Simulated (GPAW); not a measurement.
# VCrC2 (R-3m) in GPAW: single point with PBE

Aim: the single point of VCrC2 with PBE.

Everything below comes from runs of GPAW 26.7.0. Logs are shortened: lines on timing, memory, paths and dates and some standing lists are left out, and cuts for length are marked. The log counts tension as positive stress, the text compression.

**1. The structure**

Symmetry: R-3m, No. 166, trigonal system. The conventional cell has a = 2.921 Å, b = 2.921 Å, c = 14.218 Å, α = 90.00°, β = 90.00°, γ = 120.00°. Cr (site symmetry -3m) has 6 C at 2.05 Å as nearest neighbours. Around V (site symmetry -3m) lie 6 C at 2.07 Å. C (site symmetry 3m) has 3 Cr at 2.05 Å and 3 V at 2.07 Å as nearest neighbours.

The cell comes from a database or a generator and needn't be the stable form of this composition.

**2. Single point, PBE, collinear spin, ferromagnetic start**

run.py

```python
from ase import Atoms
from ase.dft.bandgap import bandgap
from ase.io import write
from ase.units import GPa
from gpaw import GPAW, PW

atoms = Atoms(['Cr', 'V', 'C', 'C'],
              cell=[[1.4606320425, 0.8432963029, 4.7393853233],
                    [-1.4606320425, 0.8432963029, 4.7393853233],
                    [0.0, -1.6865926058, 4.7393853233]],
              scaled_positions=[[0.5, 0.5, 0.5],
                                [0.0, 0.0, 0.0],
                                [0.248759, 0.248759, 0.248759],
                                [0.751241, 0.751241, 0.751241]],
              pbc=True)
atoms.set_initial_magnetic_moments([4.0, 3.0, 0.0, 0.0])

calc = GPAW(mode=PW(600),
            xc='PBE',
            kpts={'size': (9, 9, 9), 'gamma': True},
            occupations={'name': 'fermi-dirac', 'width': 0.05},
            nbands=28,
            maxiter=120,
            txt='gpaw.txt')
atoms.calc = calc
energy = atoms.get_potential_energy()
forces = atoms.get_forces()
stress = atoms.get_stress()
calc.write('gs.gpw')
write('result.traj', atoms)
print(f'Energy: {energy:.6f} eV')
print('Forces (eV/A):')
print(forces.round(4))
print('Stress (GPa):', (stress / GPa).round(3))
print('Moments:', calc.get_magnetic_moments().round(3))
print('Fermi level:', round(calc.get_fermi_level(), 4), 'eV')
print(f'Gap: {bandgap(calc)[0]:.4f} eV, direct: {bandgap(calc, direct=True)[0]:.4f} eV')
```

Potentials or basis: GPAW PAW data sets (gpaw-data 1.2.1), pw.

The run is started by

```bash
$ OMP_NUM_THREADS=1 python run.py
```

gpaw.txt:

```text
__  _  _
 | _ |_)|_||  |
 |__||  | ||/\| - 26.7.0

Input parameters:
  mode=PW(ecut=600.0),
  kpts=MonkhorstPack(size=(9, 9, 9), gamma=True),
  maxiter=120,
  nbands=28,
  occupations=Occupations(name='fermi-dirac', width=0.05),
  xc=XC(name='PBE')

Diagonalizing LCAO Hamiltonian
Converting LCAO to pw mode

       C

       Cr

       C

       V

Atoms  # Å, Bohr magnetons
|   | symbol |         x |         y |         z |    initial magnetic moments |
|---|--------|-----------|-----------|-----------|-----------------------------|
| 0 |     Cr |  0.000000 |  0.000000 |  7.109078 | ( 0.0000,  0.0000,  4.0000) |
| 1 |      V |  0.000000 |  0.000000 |  0.000000 | ( 0.0000,  0.0000,  3.0000) |
| 2 |      C | -0.000000 |  0.000000 |  3.536894 | ( 0.0000,  0.0000,  0.0000) |
| 3 |      C | -0.000000 | -0.000000 | 10.681262 | ( 0.0000,  0.0000,  0.0000) |

Unit cell  # Å
| periodic |         x |         y |        z |  lengths |    angles |
|----------|-----------|-----------|----------|----------|-----------|
|      yes |  1.460632 |  0.843296 | 4.739385 | 5.030543 | 33.758149 |
|      yes | -1.460632 |  0.843296 | 4.739385 | 5.030543 | 33.758149 |
|      yes |  0.000000 | -1.686593 | 4.739385 | 5.030543 | 33.758149 |

Number of symmetries: 12
Symmetry operations  # r_c * U_cc + t_c -> r_c
|    | kind |            matrix            |
|----|------|------------------------------|
|  0 |  E   |  1, 0, 0,  0, 1, 0,  0, 0, 1 |
|  1 |  σ   |  1, 0, 0,  0, 0, 1,  0, 1, 0 |
|  2 |  σ   |  0, 1, 0,  1, 0, 0,  0, 0, 1 |
|  3 |  C3  |  0, 1, 0,  0, 0, 1,  1, 0, 0 |
|  4 |  C3  |  0, 0, 1,  1, 0, 0,  0, 1, 0 |
|  5 |  σ   |  0, 0, 1,  0, 1, 0,  1, 0, 0 |
|  6 |  C2  |  0, 0,-1,  0,-1, 0, -1, 0, 0 |
|  7 |  S6  |  0, 0,-1, -1, 0, 0,  0,-1, 0 |
|  8 |  S6  |  0,-1, 0,  0, 0,-1, -1, 0, 0 |
|  9 |  C2  |  0,-1, 0, -1, 0, 0,  0, 0,-1 |
| 10 |  C2  | -1, 0, 0,  0, 0,-1,  0,-1, 0 |
| 11 |  i   | -1, 0, 0,  0,-1, 0,  0, 0,-1 |

BZ-sampling:
  Number of BZ points: 729
  Number of IBZ points: 85

  Monkhorst-Pack size: [9, 9, 9]
  Monkhorst-Pack shift: [0, 0, 0]

K-points  # in reciprocal-cell coordinates
|     |                                coordinates |     weight |
|-----|--------------------------------------------|------------|
|   0 | (  0.00000000,   0.00000000,   0.00000000) | 0.00137174 |
|   1 | (  0.11111111,   0.00000000,  -0.11111111) | 0.00823045 |
|   2 | (  0.11111111,   0.00000000,   0.00000000) | 0.00823045 |
|   3 | (  0.11111111,   0.11111111,  -0.11111111) | 0.00823045 |
|   4 | (  0.11111111,   0.11111111,   0.00000000) | 0.00823045 |
|   5 | (  0.11111111,   0.11111111,   0.11111111) | 0.00274348 |
|   6 | (  0.22222222,  -0.11111111,  -0.11111111) | 0.00823045 |
|   7 | (  0.22222222,   0.00000000,  -0.22222222) | 0.00823045 |
|   8 | (  0.22222222,   0.00000000,  -0.11111111) | 0.01646091 |
|   9 | (  0.22222222,   0.00000000,   0.00000000) | 0.00823045 |
| ... |                                            |            |
|  84 | (  0.44444444,   0.44444444,   0.44444444) | 0.00274348 |

Plane wave coefficients: 1184
Cutoff: 600.0 eV

Spin-components: 2 (collinear spins)
Bands:           28
Projectors:      22
Spin-degeneracy: 1
Datatype:        complex128

Parallelization:
  kpt:    1
  domain: 1
  band:   1

Density:
  Valence electrons: 27.0
  Components: 2
  Grid points: [30 30 30]
  Charge: 0.0  # |e|

Potential:
  Grid points: [30 30 30]

species:
  Cr:
    name:    Chromium
    Z:       24.0
    valence: 6
    core:    18
    charge:  0.0  # [|e|]
    compensation charges:
      type: gauss
      rc: 0.35  # [Å]
      lmax: 2
    cutoffs:
      filter: 2.14  # [Å]
      core: 3.04  # [Å]
    projectors
    | kind |    occ | energy [eV] | rcut [Å] |
    |------|--------|-------------|----------|
    |   4s |  1.000 |      -4.007 |    1.164 |
    |   4p |  0.000 |      -0.989 |    1.217 |
    |   3d |  5.000 |      -2.913 |    1.111 |
    |    s |        |      23.205 |    1.164 |
    |    p |        |      26.223 |    1.217 |
    |    d |        |      24.299 |    1.111 |

    Using partial waves for Cr as LCAO basis

  V:
    name:    Vanadium
    Z:       23.0
    valence: 13
    core:    10
    charge:  0.0  # [|e|]
    compensation charges:
      type: gauss
      rc: 0.37  # [Å]
      lmax: 2
    cutoffs:
      filter: 2.14  # [Å]
      core: 0.96  # [Å]
    projectors
    | kind |    occ | energy [eV] | rcut [Å] |
    |------|--------|-------------|----------|
    |   3s |  2.000 |     -70.222 |    1.254 |
    |   4s |  2.000 |      -4.702 |    1.254 |
    |   3p |  6.000 |     -44.043 |    1.281 |
    |   4p |  0.000 |      -1.444 |    1.281 |
    |   3d |  3.000 |      -5.164 |    1.169 |
    |    d |        |      22.047 |    1.169 |

    Using partial waves for V as LCAO basis

  C:
    name:    Carbon
    Z:       6.0
    valence: 4
    core:    2
    charge:  0.0  # [|e|]
    compensation charges:
      type: gauss
      rc: 0.20  # [Å]
      lmax: 2
    cutoffs:
      filter: 1.14  # [Å]
      core: 1.14  # [Å]
    projectors
    | kind |    occ | energy [eV] | rcut [Å] |
    |------|--------|-------------|----------|
    |   2s |  2.000 |     -13.751 |    0.635 |
    |   2p |  2.000 |      -5.284 |    0.635 |
    |    s |        |      13.461 |    0.635 |
    |    p |        |      21.927 |    0.635 |
    |    d |        |       0.000 |    0.635 |

    Using partial waves for C as LCAO basis

Reference energy: -56458.129243  # eV

eigensolver:
  PPCG
  Converge bands: occupied
  niter=2

density mixing:
  MSR1-Mixer
  Pratt-step length: 0.05
  Maximum mixing coefficient: 0.75
  Old densities: 10
  SVD Regularization: 0.005
  Good broyden scale: 1.0
  Trust region scale: 1.0
  Backstep threshold: 4.0
  History deletion threshold: 6.0
  Fourier metric: weight=20.0, sigma=0.015

occupation numbers:
  Fermi-Dirac:
    width: 0.0500  # eV

poisson solver:
  ecut: 4800.0  # eV

xc functional:
  name: PBE with 2 nearest neighbor stencil

convergence criteria:
- Maximum [total energy] change in last 3 cyles: 0.0005 eV / valence electron
- Maximum integral of absolute [dens]ity change: 0.0001 electrons / valence electron
- Maximum integral of absolute [eigenst]ate change: 4e-08 eV^2 / valence electron
maximum number of iterations: 120

SCF iterations
|iter     | |      energy | eigst |  dens |  magmom |
|---------|-|-------------|-------|-------|---------|
|iter:   1| |  -38.612177 | +0.15 |       |  +6.9968|
|iter:   2| |  -37.064503 | -1.71 | -0.49 |  +6.7719|
|iter:   3| |  -37.025207 | -1.10 | -0.55 |  +5.4532|
|iter:   4| |  -36.075498 | -1.86 | -0.70 |  +4.8978|
|iter:   5| |  -36.418042 | -2.35 | -0.93 |  +3.9517|
|iter:   6| |  -36.592392 | -2.36 | -1.03 |  +2.5602|
|iter:   7| |  -36.648390 | -2.68 | -1.42 |  +1.3627|
|iter:   8| |  -36.656618 | -3.41 | -1.64 |  +1.4512|
|iter:   9| |  -36.668075 | -3.11 | -2.01 |  +1.2476|
|iter:  10| |  -36.669666c| -4.00 | -2.56 |  +1.1716|
|iter:  11| |  -36.670040c| -4.31 | -2.64 |  +1.0998|
|iter:  12| |  -36.670094c| -5.13 | -3.00 |  +1.1305|
|iter:  13| |  -36.669999c| -5.55 | -3.24 |  +1.1386|
|iter:  14| |  -36.670122c| -5.43 | -3.07 |  +1.1065|
|iter:  15| |  -36.670119c| -5.90 | -3.59 |  +1.0996|
|iter:  16| |  -36.670093c| -6.53 | -3.65 |  +1.1018|
|iter:  17| |  -36.670082c| -6.89 | -4.20c|  +1.1033|
|iter:  18| |  -36.670078c| -7.96c| -4.58c|  +1.1039|

Converged in 18 steps
Energy contributions relative to reference atoms: (reference = -56458.129243)

Energy contributions:
  Kinetic:          -1.885665
  Coulomb:          -5.387698
  Zero:              0.454244
  External:          0.000000
  Xc:              -29.835164
  Entropy:          -0.031589
  Spinorbit:         0.000000
  ----------------------------
  Free energy:     -36.685873
  Extrapolated:    -36.670078

dipole moment: (0.000000, -0.000000, -34.638607)  # |e|*Ang

Total magnetic moment: (0.000000, 0.000000, 1.103864)

Local magnetic moments
|        x |        y |         z |
|----------|----------|-----------|
| 0.000000 | 0.000000 |  1.262704 |  # Cr   0
| 0.000000 | 0.000000 | -0.079294 |  # V    1
| 0.000000 | 0.000000 | -0.031468 |  # C    2
| 0.000000 | 0.000000 | -0.031468 |  # C    3

Fermi level: 11.810
Eigenvalues  # (at kpt = [0.000, 0.000, 0.000])
| band index |      eig [eV] | occ [0-1] |      eig [eV] | occ [0-1] |
|------------|---------------|-----------|---------------|-----------|
|          0 |       -53.108 |     1.000 |       -53.183 |     1.000 |
|        ... |               |           |               |           |
|          6 |         4.110 |     1.000 |         4.238 |     1.000 |
|          7 |         7.182 |     1.000 |         7.410 |     1.000 |
|          8 |         7.182 |     1.000 |         7.410 |     1.000 |
|          9 |        10.095 |     1.000 |        10.838 |     1.000 |
|         10 |        10.095 |     1.000 |        10.838 |     1.000 |
|         11 |        10.172 |     1.000 |        10.875 |     1.000 |
|         12 |        11.209 |     1.000 |        11.666 |     0.946 |
|         13 |        11.209 |     1.000 |        11.667 |     0.946 |
|         14 |        12.461 |     0.000 |        12.796 |     0.000 |
|         15 |        12.461 |     0.000 |        12.796 |     0.000 |
|         16 |        12.897 |     0.000 |        12.870 |     0.000 |
|         17 |        12.898 |     0.000 |        12.915 |     0.000 |
|         18 |        12.986 |     0.000 |        12.915 |     0.000 |
|         19 |        13.804 |     0.000 |        14.292 |     0.000 |
|         20 |        18.625 |     0.000 |        18.844 |     0.000 |
|         21 |        18.625 |     0.000 |        18.844 |     0.000 |
|        ... |               |           |               |           |
|         27 |        26.617 |     0.000 |        26.755 |     0.000 |

No gap
No difference between direct/indirect transitions

Forces  # eV/Ang
|        x |        y |        z |
|----------|----------|----------|
| -0.00000 | -0.00000 |  0.00000 |  # Cr   0
|  0.00000 |  0.00000 |  0.00000 |  # V    1
| -0.00000 | -0.00000 |  0.04141 |  # C    2
| -0.00000 |  0.00000 | -0.04141 |  # C    3

Stress tensor  # eV/Ang^3
|         x |         y |         z |
|-----------|-----------|-----------|
| -0.036061 |  0.000000 |  0.000000 |
| -0.000000 | -0.036061 |  0.000000 |
|  0.000000 |  0.000000 | -0.005471 |

# Writing to gs.gpw (mode='')
```

It took 6.7 min on 1 thread of Arm Neoverse V2, shared host; peak memory 0.33 GiB.

Results:

* Free energy: -36.6859 eV
* Pressure: 4.1 GPa
* Largest force: 0.041 eV/Å
* Band gap on the k mesh: none (metal or under the smearing width)
* Net moment: 1.10 μB per cell
* Site moments: Cr +1.26; V -0.08; C -0.03 μB

Forces in eV/Å, atoms in the order of the input:
```
Cr   0.000  0.000  0.000
V    0.000  0.000  0.000
C    0.000  0.000  0.041
C    0.000  0.000 -0.041
```

Stress tensor (GPa, compression positive):
```
5.78 0.00 0.00
0.00 5.78 0.00
0.00 0.00 0.88
```

Caveat: the cutoff is short for stress and forces, so pressures can be off by a GPa or more; the moment fell far below its start of 4 μB, so a state of higher moment may lie lower in energy; the program warned that so skewed a cell can give wrong results.
